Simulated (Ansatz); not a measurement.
# CH4AlClSi: the cost of one run

All numbers are computed with Ansatz 0.2.0 through its Python package. The levels of theory stand in the script.

## (1) The structure

Bond lengths: Cl1–Si2 2.037 Å, Si2–C3 1.834 Å, Si2–Al4 2.398 Å, C3–Al4 1.923 Å, Si2–H5 1.485 Å, C3–H6 1.117 Å, C3–H7 1.162 Å, Al4–H8 1.604 Å. Angles (14 of 15 angles, heavy atoms first): Cl1–Si2–C3 109.6°, Cl1–Si2–Al4 115.6°, C3–Si2–Al4 52.0°, Si2–C3–Al4 79.3°, Si2–Al4–C3 48.7°, Cl1–Si2–H5 121.1°, C3–Si2–H5 113.4°, Al4–Si2–H5 122.4°, Si2–C3–H6 115.7°, Si2–C3–H7 114.6°, Al4–C3–H6 117.7°, Al4–C3–H7 112.4°, Si2–Al4–H8 141.7°, C3–Al4–H8 149.8°.

The script holds or builds the structure itself.

## (2) The script

methods_ch4alclsi.py

```python
# -*- coding: utf-8 -*-
'''One geometry of CH4AlClSi, method by method.'''

from pathlib import Path
import logging
import sys
import warnings

import ansatz
import numpy as np

logging.basicConfig(stream=sys.stdout, format='%(levelname)s %(message)s')
logger = logging.getLogger('ansatz_job')
logger.setLevel(logging.INFO)

config = {
    'basis': 'def2-SVP',
}

warnings.simplefilter('ignore', ansatz.DeckWarning)

geometry_ang = [
    ('Cl', (-2.167, 1.4247, -0.1029)),
    ('Si', (-0.4771, 0.5668, -0.8504)),
    ('C', (0.7047, 0.2455, 0.5154)),
    ('Al', (0.1263, -1.5441, 0.115)),
    ('H', (0.1706, 1.093, -2.0791)),
    ('H', (0.4241, 0.6719, 1.5092)),
    ('H', (1.8201, 0.4215, 0.2419)),
    ('H', (-0.5095, -2.9363, 0.5953)),
]
ch4alclsi = ansatz.Crystal.molecule()
for symbol, xyz in geometry_ang:
    ch4alclsi = ch4alclsi.atom(symbol, xyz)

model = ch4alclsi.calculation().basis(gaussian=config['basis'])

logger.info('functional    E (Ha)        dipole (D)   HOMO (eV)  LUMO (eV)')
for name in ['hf', 'r2scan', 'lda', 'r2scan0', 'blyp', 'pbe0']:
    r = model.functional(name).forces().orbitals().run(threads=1, runs_dir='runs').report
    lines = Path(r['orbitals_path']).read_text().splitlines()
    field_of = lambda key: [line.split('=')[1].strip() for line in lines if line.startswith(key)]
    orbitals = [(27.211386 * float(e), s, float(n)) for e, s, n in zip(field_of('Ene='), field_of('Spin='), field_of('Occup='))]
    homo = max(e for e, _, n in orbitals if n > 0.5)
    lumo = min(e for e, _, n in orbitals if n < 0.5)
    dipole = 4.803205 * np.linalg.norm(r['charge_distribution']['dipole_moment_e_ang'])
    logger.info(f'{name:10s} {r["free_energy_ev"] / 27.211386246:14.6f} {dipole:9.3f} {homo:11.3f} {lumo:10.3f}')
```

## (3) Running it

Command:

```
> python methods_ch4alclsi.py
```

**Question.** How long does this script take on 1 thread of Arm Neoverse V1, shared host, and how much memory does it need?

About 26 s, with a peak of 0.25 GiB.
